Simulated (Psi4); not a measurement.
# One shape, several levels: TiF4 (SMILES [F][Ti]([F])([F])[F])

Aim: a comparison of 4 runs (BHLYP/def2-SVP, BLYP/def2-SVP, M06-L/def2-SVP, PBE/def2-SVP) of TiF4. 

Program for the calculation: Psi4 1.11.

8 further runs of the same task are left out: 8 that didn't finish.

**1. Starting point**

TiF4: 5 atoms, total charge 0, spin state singlet. SMILES: `[F][Ti]([F])([F])[F]`. One bond was lengthened or shortened from a relaxed shape.

Bond lengths: F1–Ti2 1.740 Å, Ti2–F3 1.740 Å, Ti2–F4 2.000 Å, Ti2–F5 1.740 Å. Angles: F1–Ti2–F3 109.5°, F1–Ti2–F4 109.5°, F1–Ti2–F5 109.5°, F3–Ti2–F4 109.5°, F3–Ti2–F5 109.5°, F4–Ti2–F5 109.5°.

**2. A single-point energy at BHLYP/def2-SVP (run 1)**

f4ti.xyz reads:

```xyz
5
F4Ti
F      0.239186    -0.576604     1.734033
Ti     0.064126     0.180126     0.177543
F     -1.185994     1.387126     0.257043
F     -0.427660    -1.200750    -1.183680
F      1.566876     0.930466    -0.274847
```

job.py reads:

```python
import psi4

psi4.set_memory('2200 MB')
psi4.set_num_threads(1)
psi4.set_output_file('run.log', False)

with open('f4ti.xyz') as f:
    atoms = ''.join(f.readlines()[2:])
m = psi4.geometry('0 1\n' + atoms + 'symmetry c1')

psi4.set_options({
    'basis': 'def2-SVP',
    'puream': True,
    'e_convergence': 1e-09,
    'd_convergence': 1e-08,
    'scf_type': 'pk',
    'dft_radial_points': 99,
    'dft_spherical_points': 590,
})

result, w = psi4.energy('bhhlyp', return_wfn=True)
print(f'bhhlyp energy: {result:.10f} Eh')
```

Run with:

```console
$ python job.py
```

run.log:

```text
[...]
  Running in c1 symmetry.
[...]
  Nuclear repulsion =  320.404965506897213
[...]
  Multiplicity = 1
[...]
  Nalpha       = 29
  Nbeta        = 29
[...]
    Number of basis functions: 87
[...]
   @RKS iter   1: -1247.99625837502799   -1.23877e+00   1.18755e-02 DIIS/ADIIS
[...]
   @RKS iter  14: -1248.46736925235973   -2.04636e-12   4.63938e-09 DIIS
[...]
  @RKS Final Energy: -1248.46736925235973
   => Energetics <=
    Nuclear Repulsion Energy =            320.4049655068972129
    One-Electron Energy =               -2356.1572464899586521
    Two-Electron Energy =                 830.3771588930462713
    DFT Exchange-Correlation Energy =     -43.0922471623445631
    Empirical Dispersion Energy =           0.0000000000000000
    VV10 Nonlocal Energy =                  0.0000000000000000
    Total Energy =                      -1248.4673692523597310
[...]
 Multipole Moments:
 ------------------------------------------------------------------------------------
     Multipole            Electronic (a.u.)      Nuclear  (a.u.)        Total (a.u.)
 ------------------------------------------------------------------------------------
 L = 1.  Multiply by 2.5417464519 to convert [e a0] to [Debye]
 Dipole X            :          0.1522347           -0.0132582            0.1389765
 Dipole Y            :          0.4276787           -0.0372878            0.3903909
 Dipole Z            :          0.4215192           -0.0367411            0.3847781
 Magnitude           :                                                    0.5654853
[...]
```

The script printed:

```text
bhhlyp energy: -1248.4673692524 Eh
```

Wall time 6.9 s (1 thread of Intel Xeon 6975P-C (Granite Rapids), shared host); peak memory 0.82 GiB.

**3. Energy and forces at BLYP/def2-SVP (run 2)**

run.py reads:

```python
import numpy as np
from ase.calculators.psi4 import Psi4
from ase import Atoms

atoms = Atoms(['F', 'Ti', 'F', 'F', 'F'], positions=[
    [0.239186, -0.576604, 1.734033],
    [0.064126, 0.180126, 0.177543],
    [-1.185994, 1.387126, 0.257043],
    [-0.427660, -1.200750, -1.183680],
    [1.566876, 0.930466, -0.274847],
])
calc = Psi4(atoms=atoms, method='blyp', basis='def2-SVP', memory='2200MB', num_threads=1, charge=0, multiplicity=1, label='psi4-calc')
calc.psi4.set_options({'puream': True, 'e_convergence': 1e-09, 'd_convergence': 1e-08, 'scf_type': 'pk', 'dft_radial_points': 99, 'dft_spherical_points': 590})
atoms.calc = calc

forces = atoms.get_forces()
print(f'energy: {atoms.get_potential_energy():.6f} eV')
print('forces / eV A^-1')
print(np.round(forces, 5))
```

Run with:

```console
$ python run.py
```

psi4-calc.dat:

```text
[...]
  Running in c1 symmetry.
[...]
  Nuclear repulsion =  320.404965506897213
[...]
  Multiplicity = 1
[...]
  Nalpha       = 29
  Nbeta        = 29
[...]
    Number of basis functions: 87
[...]
   @RKS iter   1: -1248.27283169946372   -6.94061e-01   1.23918e-02 DIIS/ADIIS
[...]
   @RKS iter  15: -1248.71177506516619   -7.27596e-12   2.57675e-09 DIIS
[...]
  @RKS Final Energy: -1248.71177506516619
   => Energetics <=
    Nuclear Repulsion Energy =            320.4049655068972129
    One-Electron Energy =               -2358.8661323936576082
    Two-Electron Energy =                 873.6422085530468848
    DFT Exchange-Correlation Energy =     -83.8928167314527116
    Empirical Dispersion Energy =           0.0000000000000000
    VV10 Nonlocal Energy =                  0.0000000000000000
    Total Energy =                      -1248.7117750651661936
[...]
  -Total Gradient:
     Atom            X                  Y                   Z
    ------   -----------------  -----------------  -----------------
       1       -0.000547032316     0.000598696061    -0.003182621177
       2        0.019606333325     0.055043338496     0.054255635274
       3        0.001785872433    -0.002483265733    -0.000811217850
       4       -0.018240313473    -0.051229537187    -0.050502092542
       5       -0.002635840078    -0.001817559606     0.000133072130
[...]
```

Standard output:

```text
energy: -33979.178144 eV
forces / eV A^-1
[[ 0.02813 -0.03079  0.16366]
 [-1.0082  -2.83044 -2.78994]
 [-0.09183  0.12769  0.04171]
 [ 0.93795  2.63433  2.59692]
 [ 0.13554  0.09346 -0.00684]]
```

Run time: 11 s. Hardware: 1 thread of Intel Xeon 6975P-C (Granite Rapids), shared host; peak memory 0.86 GiB.

Run 3 isn't shown in full; the table further down has it.

**4. Energy and gradient at PBE/def2-SVP (run 4)**

f4ti.in reads:

```
memory 2200 mb

molecule {
  0 1
  F      0.239186    -0.576604     1.734033
  Ti     0.064126     0.180126     0.177543
  F     -1.185994     1.387126     0.257043
  F     -0.427660    -1.200750    -1.183680
  F      1.566876     0.930466    -0.274847
  symmetry c1
}

set {
  basis def2-SVP
  reference rks
  puream true
  e_convergence 1e-09
  d_convergence 1e-08
  scf_type pk
  dft_radial_points 99
  dft_spherical_points 590
}

result, w = gradient('pbe', return_wfn=True)
oeprop(w, 'DIPOLE', 'QUADRUPOLE', 'MULLIKEN_CHARGES', title='PBE')
print_variables()
```

Run with:

```console
$ psi4 -n 1 f4ti.in f4ti.out
```

f4ti.out:

```text
[...]
  Running in c1 symmetry.
[...]
  Nuclear repulsion =  320.404965506897213
[...]
  Multiplicity = 1
[...]
  Nalpha       = 29
  Nbeta        = 29
[...]
    Number of basis functions: 87
[...]
   @RKS iter   1: -1247.72218581166112   -7.45427e-01   1.17188e-02 ADIIS/DIIS
[...]
   @RKS iter  15: -1248.11516170485902   -4.54747e-12   1.82793e-09 DIIS
[...]
  @RKS Final Energy: -1248.11516170485902
   => Energetics <=
    Nuclear Repulsion Energy =            320.4049655068972129
    One-Electron Energy =               -2358.7499022314823378
    Two-Electron Energy =                 873.5012541896986704
    DFT Exchange-Correlation Energy =     -83.2714791699726504
    Empirical Dispersion Energy =           0.0000000000000000
    VV10 Nonlocal Energy =                  0.0000000000000000
    Total Energy =                      -1248.1151617048590197
[...]
  -Total Gradient:
     Atom            X                  Y                   Z
    ------   -----------------  -----------------  -----------------
       1        0.000035813471    -0.002155805266     0.002214454446
       2        0.018821248988     0.052838920680     0.052082533375
       3       -0.002653181612     0.001690540790    -0.000628447395
       4       -0.018869723276    -0.052994653659    -0.052241338609
       5        0.002632727721     0.000741032328    -0.001544591234
[...]
```

It took 12 s on 1 thread of Intel Xeon 6975P-C (Granite Rapids), shared host; peak memory 0.82 GiB.

**5. The series**

```csv
run,level,task,energy (Eh),dipole moment (D),HOMO energy (eV),LUMO energy (eV),wall time
1,BHLYP/def2-SVP,energy,-1248.467369,1.44,-13.00,-3.11,6.9 s
2,BLYP/def2-SVP,gradient,-1248.711775,1.17,-8.70,-4.32,11 s
3,M06-L/def2-SVP,gradient,-1248.631458,1.25,-9.43,-4.77,20 s
4,PBE/def2-SVP,gradient,-1248.115162,1.19,-8.82,-4.44,12 s
```

**6. What came out**

| quantity | value |
| --- | --- |
| run 4: total energy | -1248.11516 Eh |
| run 4: dipole moment | 1.19 D |
| run 4: HOMO energy | -8.82 eV |
| run 4: LUMO energy | -4.44 eV |
| run 4: HOMO–LUMO gap | 4.37 eV |
| run 4: largest force on an atom | 3.948 eV/Å |

The dipole moment (its size) runs from 1.17 D (BLYP/def2-SVP) to 1.44 D (BHLYP/def2-SVP). The HOMO–LUMO gap runs from 4.37 eV (PBE/def2-SVP) to 9.89 eV (BHLYP/def2-SVP). Totals of different functionals can't be ranked against each other. All runs together took 51 s, the longest 20 s.
